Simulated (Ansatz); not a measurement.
PbF2, space group Fm-3m: relaxations under a series of pressures, run with Ansatz 0.2.0 through its Python package.

The script, `compress.py`:
```python
# -*- coding: utf-8 -*-
"""Volume and enthalpy of PbF2 against pressure."""

import logging
import sys

import ansatz as az
import numpy as np

logging.basicConfig(stream=sys.stdout, format="%(levelname)s:%(name)s:%(message)s")
log = logging.getLogger("pbf2")
log.setLevel(logging.INFO)

def edges_and_angles(cell):
    cell = np.asarray(cell)
    a, b, c = np.linalg.norm(cell, axis=1)
    cosines = cell[1] @ cell[2] / (b * c), cell[0] @ cell[2] / (a * c), cell[0] @ cell[1] / (a * b)
    return (a, b, c, *np.degrees(np.arccos(cosines)))


def main():
    lattice = az.Lattice.of(
        (0.0, 2.96366, 2.96366),
        (2.96366, 0.0, 2.96366),
        (2.96366, 2.96366, 0.0),
    )
    sites = [
        ("Pb", (0.0, 0.0, 0.0)),
        ("F", (0.25, 0.25, 0.25)),
        ("F", (0.75, 0.75, 0.75)),
    ]
    structure = az.Crystal(lattice=lattice)
    for symbol, position in sites:
        structure = structure.atom(symbol, position)

    job = (
        structure.calculation()
        .functional("PBE")
        .pseudopotentials("paw")
        .kpoints(mesh=(6, 6, 6))  # the mesh must be finer for metals
        .basis(31 * az.Ry)
        .occupations("Fixed")
    )

    # H = F + PV, with 1 GPa A^3 = 1/160.21766 eV
    rows = []
    for pressure in [0, 10, 20, 30, 40]:
        done = job.relax(cell=True, pressure=pressure, force_tolerance=0.03).run(threads=1, pin="off")
        cell = done.lattice.cell_ang
        n_atoms = len(done.lattice.sites)
        volume = abs(np.linalg.det(cell)) / n_atoms
        enthalpy = done.report["free_energy_ev"] / n_atoms + pressure * volume / 160.21766
        rows.append((pressure, volume, enthalpy, *edges_and_angles(cell)))
        log.info(f"{pressure} GPa done: {volume:.4f} A^3/atom")

    log.info(" P (GPa)  V (A^3/atom)  H (eV/atom)     a       b       c")
    for row in rows:
        log.info("{:8.1f} {:12.4f} {:14.5f} {:7.4f} {:7.4f} {:7.4f}".format(*row[:6]))
    p, v = np.array([row[0] for row in rows], float), np.array([row[1] for row in rows])
    print("mean bulk modulus between rows (GPa):", np.round(-np.diff(p) / np.diff(np.log(v)), 1))


if __name__ == "__main__":
    main()
```

How far does the cell shrink over this series of pressures, and what bulk modulus does the first step imply?

The volume falls from 18.00 Å³ an atom at 0 GPa to 13.38 at 40 GPa, by 25.6 %. Between 0 and 10 GPa, -V dP/dV is about 88 GPa, a mean over that step.

What the script printed:

```console
$ python compress.py
INFO:pbf2:0 GPa done: 18.0006 A^3/atom
INFO:pbf2:10 GPa done: 16.0624 A^3/atom
INFO:pbf2:20 GPa done: 14.8807 A^3/atom
INFO:pbf2:30 GPa done: 14.0370 A^3/atom
INFO:pbf2:40 GPa done: 13.3839 A^3/atom
INFO:pbf2: P (GPa)  V (A^3/atom)  H (eV/atom)     a       b       c
INFO:pbf2:     0.0      18.0006    -4508.23753  4.2427  4.2427  4.2427
INFO:pbf2:    10.0      16.0624    -4507.18061  4.0846  4.0846  4.0846
INFO:pbf2:    20.0      14.8807    -4506.21734  3.9819  3.9819  3.9819
INFO:pbf2:    30.0      14.0370    -4505.31615  3.9051  3.9051  3.9051
INFO:pbf2:    40.0      13.3839    -4504.46118  3.8436  3.8436  3.8436
mean bulk modulus between rows (GPa): [ 87.8 130.9 171.3 209.9]
```

What to keep in mind:
- Total energies depend on the potentials; only differences at equal settings carry meaning.
- At a fixed pressure a relaxation lowers the enthalpy F + PV, while F alone can rise.
- Of the deposited cell: the entry's cell lengths or inner coordinates differ somewhat from later room-temperature determinations.
- Spin-orbit coupling, which matters for elements this heavy, is left out.
- The starting cell is as deposited in a crystallographic database; the results hold for this polymorph, which needn't be the stable one.
- Symmetry holds the cell in this phase, whether or not it is the stable one at each pressure.
- Timing: 47 s on 1 thread of Arm Neoverse N1, on a shared host, peak memory 0.39 GiB.

(A comment or docstring line of the script was reworded after the run, the code is as it ran; lines on the test bed's own set-up are left out of the output.)
